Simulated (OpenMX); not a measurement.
# SiF in OpenMX: the effect of biaxial strain

The system is SiF.

```
Si F
1.0
     1.28506    0.74193    3.89831
    -1.28506    0.74193    3.89831
     0.00000   -1.48385    3.89831
Si F
1 1
Direct
  0.50000 0.50000 0.50000
  0.00000 0.00000 0.00000
```

The cell was built by a generator and needn't be a form met in nature.

Alike in all runs:

* Program: OpenMX 3.8.5
* Task: band structure
* Functional: PBE
* Potentials or basis: OpenMX 2013 PBE set, Si7.0-s2p2d1, F6.0-s2p2d1, grid cutoff 400 Ry
* k mesh: 9 × 9 × 9
* Occupations: fermi-dirac, width 0.05 eV
* Spin: no spin polarisation

| biaxial strain | pressure (GPa) |
| --- | --- |
| -4 % | 8.3 |
| -2 % | 4.1 |
| 0 % | 0.7 |
| 2 % | -2.2 |
| 4 % | ? |

What does the run with biaxial strain 4 % give?

Pressure -4.4 GPa.

Worked out: A parabola through the other rows of the pressure, of slope -0.932 GPa per % there, extrapolates to -4.4 GPa, against the run's -4.4.

Caveats: the basis of atomic orbitals isn't converged, which shifts pressures, moduli and gaps; an odd number of electrons without spin polarisation forces a metal; a magnetic or distorted state may lie lower.
